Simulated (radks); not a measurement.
# Valence configurations of As⁺

One table from this session's results is given with a row withheld; the runs are named, their logs left out.

Method: scalar-relativistic Kohn-Sham, BLYP, spin-polarised, spherical densities, finite nucleus; open shells are filled with parallel spins first. Code: radks (a radial shooting solver on a logarithmic mesh, Libxc functionals) version 1.

## Starting point

| Property | Result |
| --- | --- |
| element | arsenic (Z = 33) |
| charge | +1 |
| electrons | 32 |
| configuration | [Ar] 3d10 4s2 4p2 |
| nuclear rms radius | 4.0968 fm |
| others tried | 3d10 4s1 4p3; 3d10 4p4; 3d10 4s1.5 4p2.5; 3d8 4s2 4p4; 3d9 4s2 4p3; 3d9 4p5; 3d9.5 4s2 4p2.5; 3d9 4s1 4p4 |

The outer shells:

As⁺
```
[Ar] core
3d [↑↓][↑↓][↑↓][↑↓][↑↓]
4s [↑↓]
4p [↑ ][↑ ][  ]
```

Set-up of the first run:

The run's settings:

```text
Z 33
configuration [Ar] 3d10 4s2 4p2
relativity scalar-relativistic
functional b88,lyp
spin polarised
nucleus finite rms 4.0968 fm
c 137.035999084
```

Steps of the session up to this table: [Ar] 3d10 4s2 4p2.

One of the session's tables, all rows but one given; the rest of the session is left out.

It belongs to the step «[Ar] 3d10 4s2 4p2». Radial moments (bohr):

| level | <r> | outermost maximum (interpolated) | 90 % within | nodes |
| --- | --- | --- | --- | --- |
| 3p up | 0.6174 | 0.521 | 0.948 | 1 |
| 3p down | 0.6171 | 0.521 | 0.947 | 1 |
| 3d up | 0.6793 | 0.476 | 1.14 | 0 |
| 3d down | 0.6761 | 0.476 | 1.13 | 0 |
| 4s up | ? | ? | ? | ? |
| 4s down | 1.872 | 1.58 | 2.80 | 3 |
| 4p up | 2.296 | 1.90 | 3.48 | 2 |
| 4p down | 2.351 | 1.89 | 3.61 | 2 |

**Question.** Estimate the row for 4s up.

As computed: <r>: 1.872; outermost maximum (interpolated): 1.60; 90 % within: 2.78; nodes: 3.
